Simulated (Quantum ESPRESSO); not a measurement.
Crystal: Cu.

```
Cu
1.0
     1.64000    2.31931    0.00000
    -1.64000    2.31931    0.00000
     0.00000    2.31931    1.50000
Cu
1
Direct
  0.00000 0.00000 0.00000
```

The cell was built by a generator and needn't be a form met in nature.

Base run:

- Program: Quantum ESPRESSO 7.5
- Functional: PBEsol
- Potentials or basis: GBRV 1.5 PBEsol
- Cutoff: 762 eV
- Density cutoff: 6095 eV
- k mesh: 16 × 16 × 16
- Occupations: methfessel-paxton, width 0.1 eV
- Spin: no spin polarisation

Its results: band gap on the k mesh none (metal or under the smearing width); pressure 15.1 GPa.

**Question.** The run is repeated on the same cell with these changes: functional from PBEsol to LDA; potentials or basis from GBRV 1.5 PBEsol to GBRV 1.5 LDA. What comes out?

**Answer.** Band gap on the k mesh none (metal or under the smearing width); pressure 8.4 GPa.

Caveats: so large a pressure means that the cell lies far from this level's equilibrium, or that cutoff or potentials fall short (some runs).

Not every run made on this cell is shown here.
